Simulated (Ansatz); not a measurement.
# N started on an O site and an O vacancy in perovskite BaZrO3, 9 atoms, charge +1

Wanted: the effect of changed settings on energy, forces, pressure and convergence.

Program: Ansatz 0.2.0, PAW, plane waves. These are calculated values, not measurements.

## (1) The starting cell

9 atoms (2 Ba, 2 Zr, 4 O, 1 N); a = 8.362 Å, b = 4.181 Å, c = 4.181 Å, α = 90.00°, β = 90.00°, γ = 90.00°. All atoms were shaken off their sites by about 0.10 Å along each axis. Defect site 1: (0.500, 0.500, 0.500). Defect site 2: (0.250, 0.500, 0.000). Starting moments add up to 2 μB.

Structure file:

```cif
data_structure
_symmetry_space_group_name_H-M 'P 1'
_symmetry_Int_Tables_number 1
_cell_length_a 8.3620
_cell_length_b 4.1810
_cell_length_c 4.1810
_cell_angle_alpha 90.000
_cell_angle_beta 90.000
_cell_angle_gamma 90.000
_cell_volume 146.17
loop_
_atom_site_label
_atom_site_type_symbol
_atom_site_fract_x
_atom_site_fract_y
_atom_site_fract_z
_atom_site_occupancy
Ba1 Ba 0.00450 0.98512 0.00287 1
Ba2 Ba 0.51650 0.98996 0.05452 1
Zr1 Zr 0.24375 0.49031 0.49991 1
Zr2 Zr 0.73135 0.46527 0.50373 1
O1 O 0.74570 0.51764 0.00520 1
O2 O 0.99022 0.43712 0.51097 1
O3 O 0.25161 0.97041 0.55244 1
O4 O 0.75950 0.02011 0.45007 1
N1 N 0.49505 0.50729 0.50889 1
```

## (2) PBEsol single point

Input file in.yaml:

```yaml
crystal:
  lattice:
    - [8.361961, 0.000000, 0.000000]
    - [0.000000, 4.180980, 0.000000]
    - [0.000000, 0.000000, 4.180980]
  atoms:
    - { symbol: Ba, position: [0.004504, 0.985118, 0.002869] }
    - { symbol: Ba, position: [0.516497, 0.989958, 0.054523] }
    - { symbol: Zr, position: [0.243747, 0.490312, 0.499907], spin: 0.667 }
    - { symbol: Zr, position: [0.731350, 0.465269, 0.503727], spin: 0.667 }
    - { symbol: O, position: [0.745698, 0.517642, 0.005196] }
    - { symbol: O, position: [0.990216, 0.437117, 0.510967] }
    - { symbol: O, position: [0.251606, 0.970414, 0.552442] }
    - { symbol: O, position: [0.759499, 0.020107, 0.450068] }
    - { symbol: N, position: [0.495050, 0.507289, 0.508891], spin: 0.667 }
kpoints:
  mp_grid: { grid: [2, 2, 2], shift: [0.5, 0.5, 0.5] }
hamiltonian:
  xc: pbesol
total_charge: 1
magnetization:
  spin_polarized: true
scf:
  occupations: { method: fermi_dirac, width: 0.01 }
output:
  forces: true
  eigenvalues: true
  populations: true
  charged_corrections: { epsilon: 40 }
```

Command:

```sh
ansatz run in.yaml --threads 7 --pin off --max-ram 13300MiB --runs-dir r --events-out ev --progress --plain
```

## (3) Changed settings: charge changed by 6

Edit in.yaml of step 2 so:

```diff
@@ -19,3 +19,3 @@
   xc: pbesol
-total_charge: 1
+total_charge: 7
 magnetization:
@@ -24,2 +24,3 @@
   occupations: { method: fermi_dirac, width: 0.01 }
+  max_iter: 70
 output:
@@ -27,3 +28,2 @@
   eigenvalues: true
-  populations: true
-  charged_corrections: { epsilon: 40 }
+  stress: true
```

## (4) Run again with density threshold 0.001 eV

Edit in.yaml of step 3 so:

```diff
@@ -19,3 +19,3 @@
   xc: pbesol
-total_charge: 7
+total_charge: 1
 magnetization:
@@ -24,3 +24,4 @@
   occupations: { method: fermi_dirac, width: 0.01 }
-  max_iter: 70
+  max_iter: 80
+  convergence: { dr2_threshold: 1e-03 }
 output:
```

## (5) Changed settings: density cutoff ratio 2

Edit in.yaml of step 4 so:

```diff
@@ -17,2 +17,3 @@
   mp_grid: { grid: [2, 2, 2], shift: [0.5, 0.5, 0.5] }
+basis: { ecutrho_ratio: 2 }
 hamiltonian:
@@ -24,4 +25,3 @@
   occupations: { method: fermi_dirac, width: 0.01 }
-  max_iter: 80
-  convergence: { dr2_threshold: 1e-03 }
+  max_iter: 90
 output:
```

## (6) Run again with dispersion D3(BJ), xc grid 1

Edit in.yaml of step 5 so:

```diff
@@ -17,5 +17,6 @@
   mp_grid: { grid: [2, 2, 2], shift: [0.5, 0.5, 0.5] }
-basis: { ecutrho_ratio: 2 }
+basis: { xc_grid: 1 }
 hamiltonian:
   xc: pbesol
+  dispersion: d3bj
 total_charge: 1
```

## (7) Changed settings: 60 extra bands

Edit in.yaml of step 6 so:

```diff
@@ -17,6 +17,4 @@
   mp_grid: { grid: [2, 2, 2], shift: [0.5, 0.5, 0.5] }
-basis: { xc_grid: 1 }
 hamiltonian:
   xc: pbesol
-  dispersion: d3bj
 total_charge: 1
@@ -26,3 +24,4 @@
   occupations: { method: fermi_dirac, width: 0.01 }
-  max_iter: 90
+  max_iter: 80
+  n_extra_bands: 60
 output:
```

What does the calculation give? Wanted: for each run, settings; status; energy from base; forces from base.

The runs gave:

| settings | status | cycles | time | energy from base (meV/atom) | forces from base (eV/Å rms) | filled to empty level on the mesh (eV) |
| --- | --- | --- | --- | --- | --- | --- |
| base | converged | 23 | 3.3 s (7 CPU threads) | 0 | 0 | 0.16 |
| charge changed by 6 | converged | 34 | 3.8 s (7 CPU threads) | - | 0.961 | 0.22 |
| density threshold 0.001 eV | converged, settings too loose | 21 | 3.3 s (7 CPU threads) | 0.0 | 0.002 | 0.16 |
| density cutoff ratio 2 | converged, settings too loose | 23 | 3.1 s (7 CPU threads) | -2.3 | 0.001 | 0.16 |
| dispersion D3(BJ), xc grid 1 | converged | 23 | 3.1 s (7 CPU threads) | - | 0.001 | 0.16 |
| 60 extra bands | converged | 20 | 4.6 s (7 CPU threads) | 0.0 | 0.000 | 0.16 |

**What this shows.** Among these variants the forces move most with charge changed by 6 (0.961 eV/Å rms) and least with 60 extra bands (0.000).
